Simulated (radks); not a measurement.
# The series with 7 electrons, N to Ce⁵¹⁺

Aim: how levels and radii change as the nucleus grows at a fixed number of electrons, each ion in its NIST ground configuration.

The numbers are computed with radks (a radial shooting solver on a logarithmic mesh, Libxc functionals) version 1 (scalar-relativistic Kohn-Sham, PBE, spin-polarised, spherical densities, point nucleus; open shells are filled with parallel spins first), except any that are marked as measured or tabulated.

## 1. What is computed

```
electrons     : 7
ions          : N, Ne³⁺, Al⁶⁺, S⁹⁺, K¹²⁺, Ti¹⁵⁺, Mn¹⁸⁺, Ni²¹⁺, Ga²⁴⁺, Se²⁷⁺, Rb³⁰⁺, Zr³³⁺, Tc³⁶⁺, Pd³⁹⁺, In⁴²⁺, Te⁴⁵⁺, Cs⁴⁸⁺, Ce⁵¹⁺
configuration : NIST ground configuration of each
```

## 2. N, [He] 2s2 2p3

The run's settings:

```text
Z 7
configuration [He] 2s2 2p3
relativity scalar-relativistic
functional pbe,pbe
spin polarised
nucleus point
c 137.035999084
```

## 3. Ne³⁺, [He] 2s2 2p3

The run's settings:

```text
Z 10
configuration [He] 2s2 2p3 3s0 3p0
relativity scalar-relativistic
functional pbe,pbe
spin polarised
nucleus point
c 137.035999084
```

## 4. Al⁶⁺, [He] 2s2 2p3

Changes since step 3:

```diff
@@ -1,2 +1,2 @@
-Z 10
+Z 13
 configuration [He] 2s2 2p3 3s0 3p0
```

## 5. S⁹⁺, [He] 2s2 2p3

Changes since step 4:

```diff
@@ -1,2 +1,2 @@
-Z 13
+Z 16
 configuration [He] 2s2 2p3 3s0 3p0
```

## 6. K¹²⁺, [He] 2s2 2p3

Changes since step 5:

```diff
@@ -1,2 +1,2 @@
-Z 16
+Z 19
 configuration [He] 2s2 2p3 3s0 3p0
```

## 7. Ti¹⁵⁺, [He] 2s2 2p3

Changes since step 6:

```diff
@@ -1,2 +1,2 @@
-Z 19
+Z 22
 configuration [He] 2s2 2p3 3s0 3p0
```

## 8. Mn¹⁸⁺, [He] 2s2 2p3

Changes since step 7:

```diff
@@ -1,2 +1,2 @@
-Z 22
+Z 25
 configuration [He] 2s2 2p3 3s0 3p0
```

## 9. Ni²¹⁺, [He] 2s2 2p3

Changes since step 8:

```diff
@@ -1,2 +1,2 @@
-Z 25
+Z 28
 configuration [He] 2s2 2p3 3s0 3p0
```

## 10. Ga²⁴⁺, [He] 2s2 2p3

Changes since step 9:

```diff
@@ -1,2 +1,2 @@
-Z 28
+Z 31
 configuration [He] 2s2 2p3 3s0 3p0
```

## 11. Se²⁷⁺, [He] 2s2 2p3

Changes since step 10:

```diff
@@ -1,2 +1,2 @@
-Z 31
+Z 34
 configuration [He] 2s2 2p3 3s0 3p0
```

## 12. Rb³⁰⁺, [He] 2s2 2p3

Changes since step 11:

```diff
@@ -1,2 +1,2 @@
-Z 34
+Z 37
 configuration [He] 2s2 2p3 3s0 3p0
```

## 13. Zr³³⁺, [He] 2s2 2p3

Changes since step 12:

```diff
@@ -1,2 +1,2 @@
-Z 37
+Z 40
 configuration [He] 2s2 2p3 3s0 3p0
```

## 14. Tc³⁶⁺, [He] 2s2 2p3

Changes since step 13:

```diff
@@ -1,2 +1,2 @@
-Z 40
+Z 43
 configuration [He] 2s2 2p3 3s0 3p0
```

## 15. Pd³⁹⁺, [He] 2s2 2p3

Changes since step 14:

```diff
@@ -1,2 +1,2 @@
-Z 43
+Z 46
 configuration [He] 2s2 2p3 3s0 3p0
```

## 16. In⁴²⁺, [He] 2s2 2p3

Changes since step 15:

```diff
@@ -1,2 +1,2 @@
-Z 46
+Z 49
 configuration [He] 2s2 2p3 3s0 3p0
```

## 17. Te⁴⁵⁺, [He] 2s2 2p3

Changes since step 16:

```diff
@@ -1,2 +1,2 @@
-Z 49
+Z 52
 configuration [He] 2s2 2p3 3s0 3p0
```

## 18. Cs⁴⁸⁺, [He] 2s2 2p3

Changes since step 17:

```diff
@@ -1,2 +1,2 @@
-Z 52
+Z 55
 configuration [He] 2s2 2p3 3s0 3p0
```

## 19. Ce⁵¹⁺, [He] 2s2 2p3

Changes since step 18:

```diff
@@ -1,2 +1,2 @@
-Z 55
+Z 58
 configuration [He] 2s2 2p3 3s0 3p0
```

Q: Predict the outcome of this session. Wanted: for each run, ion; E; ε(1s down); ε(2s up); ε(2s down); ε(2p up); ε(2p down, empty); <r>(2p up).

As calculated:

```
  ion  E (hartree)  ε(1s down) (eV)  ε(2s up) (eV)  ε(2s down) (eV)  ε(2p up) (eV)  ε(2p down, empty) (eV)  <r>(2p up) (bohr)
    N    -54.56779          -382.66        -19.877          -15.304         -8.299                  -4.129              1.435
 Ne³⁺   -124.35897          -911.50        -106.32          -97.918        -83.746                 -74.926             0.7440
 Al⁶⁺   -223.64564          -1688.5        -255.48          -243.41        -221.65                 -208.30             0.5101
  S⁹⁺   -352.53202          -2713.7        -466.86          -451.16        -421.34                 -403.47             0.3890
 K¹²⁺   -511.19221          -3988.5        -740.74          -721.42        -682.78                 -660.40             0.3145
Ti¹⁵⁺   -699.84963          -5514.6        -1077.6          -1054.7        -1006.2                 -979.25             0.2639
Mn¹⁸⁺   -918.77448          -7294.4        -1478.2          -1451.6        -1391.7                 -1360.3             0.2273
Ni²¹⁺  -1168.28448          -9330.7        -1943.3          -1913.0        -1839.8                 -1803.8             0.1995
Ga²⁴⁺  -1448.74669         -11626.8        -2473.8          -2439.8        -2350.7                 -2310.1             0.1777
Se²⁷⁺  -1760.58006         -14186.3        -3070.9          -3033.2        -2924.9                 -2879.7             0.1601
Rb³⁰⁺  -2104.25851         -17013.5        -3735.9          -3694.4        -3562.8                 -3513.1             0.1456
Zr³³⁺  -2480.31470           -20113        -4470.1          -4424.8        -4265.1                 -4210.8             0.1335
Tc³⁶⁺  -2889.34436           -23490        -5275.3          -5226.0        -5032.3                 -4973.4             0.1231
Pd³⁹⁺  -3332.01141           -27151        -6153.1          -6100.0        -5865.0                 -5801.4             0.1142
In⁴²⁺  -3809.05391           -31103        -7105.7          -7048.6        -6764.0                 -6695.8             0.1064
Te⁴⁵⁺  -4321.29107           -35352        -8135.4          -8074.2        -7730.0                 -7657.1            0.09959
Cs⁴⁸⁺   -4869.6314           -39907        -9244.6          -9179.2        -8763.9                 -8686.2            0.09353
Ce⁵¹⁺   -5455.0822           -44778       -10436.2         -10366.7        -9866.4                 -9784.0            0.08812
```

In words: From N to Ce⁵¹⁺ the 2p up level deepens by a factor 1189 and shrinks by a factor 16.3. The order of these tabulated levels, which need not hold every outer shell, does not change along the series.
